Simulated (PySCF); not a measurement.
# A gas-phase reaction: H2OSZn + ClGeH3 → GeH4OSZn + ClH

Wanted: the reaction energy for `[OH][Zn][SH]` + `[Cl][GeH3]` → `[SH][Zn][O][GeH3]` + `Cl`.

Programs: PySCF 2.14.0. All values are calculated, for the isolated system unless a continuum is named. Atoms count from 0, parts from 1.

## Step 1: Starting point

Each species was relaxed by itself at PBE0-D3(BJ)/def2-SVP.

## Step 2: Reaction energy: wB97M-D3(BJ)/def2-TZVPD

Job settings and geometry (Å):

```
{"job": {"kind": "react", "xc": "wB97M-D3(BJ)", "basis": "def2-TZVPD"}, "charge": 0, "multiplicity": 1}
-1 H2OSZn charge 0 multiplicity 1
O     -1.010890    -1.514560     0.592050
Zn     0.163390    -0.342100    -0.030240
S      1.719260     0.947210    -0.822410
H     -1.853930    -1.153920     0.882330
H      0.982170     2.063380    -0.621730

-1 ClGeH3 charge 0 multiplicity 1
Cl     2.071070     0.017490    -0.063100
Ge    -0.089460    -0.021130     0.053280
H     -0.581150     1.426790    -0.073020
H     -0.595610    -0.889390    -1.106100
H     -0.465140    -0.625220     1.412780

+1 GeH4OSZn charge 0 multiplicity 1
S     -1.862430    -2.496820    -1.857790
Zn    -0.409500    -1.309350    -0.777730
O      0.866950    -0.440990     0.081230
Ge     1.026040     1.123540     0.868060
H     -2.859740    -1.615600    -1.615230
H     -0.030260     1.273560     1.989480
H      0.827320     2.265110    -0.157650
H      2.441600     1.200470     1.469590

+1 ClH charge 0 multiplicity 1
Cl     0.642820    -0.005240     0.012690
H     -0.641930     0.006100    -0.012480
```

With the program's defaults for keys left out, this is: wB97M-D3(BJ)/def2-TZVPD reaction energy of separated species, gas phase.

Command:

```
> OMP_NUM_THREADS=1 python cluster_run.py task.json out
```

One launch serves the whole session: the jobs run in the order shown.

**Question.** The jobs that follow are: PBE0-D3(BJ)/def2-TZVPD reaction energy of separated species, gas phase. Predict: reaction energy (wB97M-D3(BJ)/def2-TZVPD); ΔH, ΔG at 298 K (xTB thermal terms). Thermal terms come from harmonic xTB runs on each species.

The runs gave:

| quantity | value |
| --- | --- |
| reaction energy (wB97M-D3(BJ)/def2-TZVPD) | 9.69 kcal/mol |
| ΔH, ΔG at 298 K (xTB thermal terms) | +7.9, +8.4 kcal/mol |
| range of the reaction energy over the runs of this table | 9.69 to 10.42 kcal/mol |

The reaction is endothermic by 7.9 kcal/mol in the gas phase; dispersion gives -0.11, and xTB itself gave 13.02 for the electronic energy (xTB energies and thermal terms come from the earlier relaxation of each species, not shown). No barrier was sought. The reaction energy runs from 9.69 (wB97M-D3(BJ)/def2-TZVPD) to 10.42 kcal/mol (PBE0-D3(BJ)/def2-TZVPD).
